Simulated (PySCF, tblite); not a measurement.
# C₇H₈O₂Si: geometry, infrared bands and NMR shifts

Wanted: the infrared bands and NMR shifts of C₇H₈O₂Si (`C=C=C([SiH2]C#CC)C(=O)O`), by calculation.

Programs: tblite 0.8.0 and PySCF 2.14.0, with density-fitted response routines of our own. Each step states its level of theory. These are calculated values for one molecule in the gas phase, unless marked as measured. Atoms are numbered from 0 throughout.

## (1) The molecule as given

18 atoms, charge 0, multiplicity 1; geometry from: force field or distance geometry start.

Bonds of the start (Å): C0–C1 1.32, C1–C2 1.29, C2–Si3 1.80, Si3–C4 1.84, C4–C5 1.19, C5–C6 1.47, C2–C7 1.46, C7–O8 1.28, C7–O9 1.38, C0–H10 1.06, C0–H11 1.07, Si3–H12 1.48, Si3–H13 1.48, C6–H14 1.11, C6–H15 1.13, C6–H16 1.11, O9–H17 1.03.

## (2) Optimising the geometry with GFN2-xTB

The job: settings as JSON, then the geometry in Å.

```
{"job": {"kind": "relax", "xc": "GFN2-xTB", "basis": "xTB"}, "charge": 0, "multiplicity": 1}
C     -2.522700    -1.564100     1.038000
C     -2.009000    -0.808500     0.088200
C     -1.455900    -0.090400    -0.834600
Si     0.018100    -0.733500    -1.645900
C      1.560600    -0.300300    -0.747600
C      2.575300    -0.010500    -0.195500
C      3.830000     0.321700     0.486900
C     -2.118200     1.175500    -1.126200
O     -3.163700     1.093600    -1.861100
O     -1.683200     2.400200    -0.658100
H     -2.170400    -1.384700     2.016400
H     -3.261500    -2.261900     0.712700
H     -0.022300    -2.187200    -1.904600
H      0.145100    -0.089600    -2.970700
H      4.644100    -0.348000     0.146600
H      3.700800     0.236100     1.611100
H      4.173200     1.352600     0.253700
H     -2.249200     3.205100    -0.950700
```

Run with:

```sh
$ OMP_NUM_THREADS=1 python probes_run.py task.json out
```

This one command runs all jobs of the session in turn.

**Question.** This job is followed by: GFN2-xTB harmonic vibrations, gas phase; GIAO PBE0/pcSseg-1 NMR shielding, non-relativistic, gas phase. What will the session give for the following? strongest single infrared mode (GFN2-xTB); zero-point energy (GFN2-xTB); 13C shifts against TMS (PBE0/pcSseg-1); 1H shifts against TMS (PBE0/pcSseg-1, means over atoms taken as alike); 29Si shifts against TMS (PBE0/pcSseg-1); 17O shifts against H2O (PBE0/pcSseg-1).

**Answer**, as computed:

| quantity | value |
| --- | --- |
| strongest single infrared mode (GFN2-xTB) | 2053 cm⁻¹, 571 km/mol |
| zero-point energy (GFN2-xTB) | 76.2 kcal/mol |
| 13C shifts against TMS (PBE0/pcSseg-1) | 232.6, 170.4, 113.6, 90.5, 82.5, 76.2, 6.1 ppm |
| 1H shifts against TMS (PBE0/pcSseg-1, means over atoms taken as alike) | 6.08, 5.11, 4.77, 2.08 ppm |
| 29Si shifts against TMS (PBE0/pcSseg-1) | -67.3 ppm |
| 17O shifts against H2O (PBE0/pcSseg-1) | 433.3, 222.2 ppm |

In words: The optimisation took 220 steps and gained 1.004 eV; among the close pairs (by a distance rule), C2–Si3 changed most, from 1.801 to 1.900 Å. The lowest mode is imaginary (30i cm⁻¹), so the xTB geometry is not a minimum. The strongest single mode, at 2053 cm⁻¹, moves mainly C1. GFN2-xTB is a fitted tight-binding method: band positions and strengths are rough. Its intensities can rank the bands wrongly. C1 (central carbon of an allene) lies farthest downfield among carbon, at 232.6 ppm; the central sp carbon of an allene is among the most deshielded carbons of hydrocarbons. At PBE0/pcSseg-1: The largest span, 587 ppm, is at O8, where the paramagnetic term is -498 ppm.
